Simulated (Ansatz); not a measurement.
# Si2Ni: the cost of one run

Method: DFT PBEsol, scalar-relativistic, plane waves, PAW, in Ansatz 0.2.0.

## Step 1: The system as given

It takes space group Fm-3m (No. 225, cubic). Conventional cell: a = 5.406 Å, b = 5.406 Å, c = 5.406 Å, α = 90.00°, β = 90.00°, γ = 90.00°. Around Si (site symmetry -43m) lie 4 Ni at 2.34 Å. Ni (site symmetry m-3m) is surrounded by 8 Si at 2.34 Å.

Structure file:

```cif
data_structure
_symmetry_space_group_name_H-M 'Fm-3m'
_symmetry_Int_Tables_number 225
_cell_length_a 5.4060
_cell_length_b 5.4060
_cell_length_c 5.4060
_cell_angle_alpha 90.000
_cell_angle_beta 90.000
_cell_angle_gamma 90.000
_cell_volume 157.99
loop_
_atom_site_label
_atom_site_type_symbol
_atom_site_symmetry_multiplicity
_atom_site_Wyckoff_symbol
_atom_site_fract_x
_atom_site_fract_y
_atom_site_fract_z
_atom_site_occupancy
Si1 Si 8 c 0.75000 0.25000 0.75000 1
Ni1 Ni 4 b 0.50000 0.50000 0.50000 1
```

## Step 2: Relaxing cell and atoms: Si2Ni, no spin

input.yaml reads:

```yaml
crystal:
  lattice:
    - [3.8226192591, 0.0, 0.0]
    - [-1.9113096295, 3.3104853874, 0.0]
    - [0.0, 0.0, 9.3634666657]
  atoms:
    - { symbol: Si, position: [0.6666666667, 0.3333333333, 0.0833333333] }
    - { symbol: Ni, position: [0.0, 0.0, 0.1666666667] }
    - { symbol: Si, position: [0.3333333333, 0.6666666667, 0.25] }
    - { symbol: Si, position: [0.0, 0.0, 0.4166666667] }
    - { symbol: Ni, position: [0.3333333333, 0.6666666667, 0.5] }
    - { symbol: Si, position: [0.6666666667, 0.3333333333, 0.5833333333] }
    - { symbol: Si, position: [0.3333333333, 0.6666666667, 0.75] }
    - { symbol: Ni, position: [0.6666666667, 0.3333333333, 0.8333333333] }
    - { symbol: Si, position: [0.0, 0.0, 0.9166666667] }
scf:
  occupations: { method: methfessel_paxton, width: 0.1 }
output:
  forces: true
  stress: true
  eigenvalues: true
  write_density: true
  write_potential: true
  elf: true
  volumetric_format: npy
kpoints:
  mp_grid: { grid: [18, 18, 6] }
hamiltonian:
  xc: pbesol
relax:
  f_tol: 0.005
  adjacent_minimum: "off"
  cell: { stress_tol: 0.03 }
```

Command:

```sh
$ ansatz run input.yaml --threads 4 --pin off --max-ram 10240MiB --backend cpu --events-out ev --progress --plain --runs-dir out
```

Q: Estimate wall time and peak memory on 4 threads of Intel Xeon 6975P-C (Granite Rapids), shared host.

About 52 s, with a peak of 1.1 GiB.
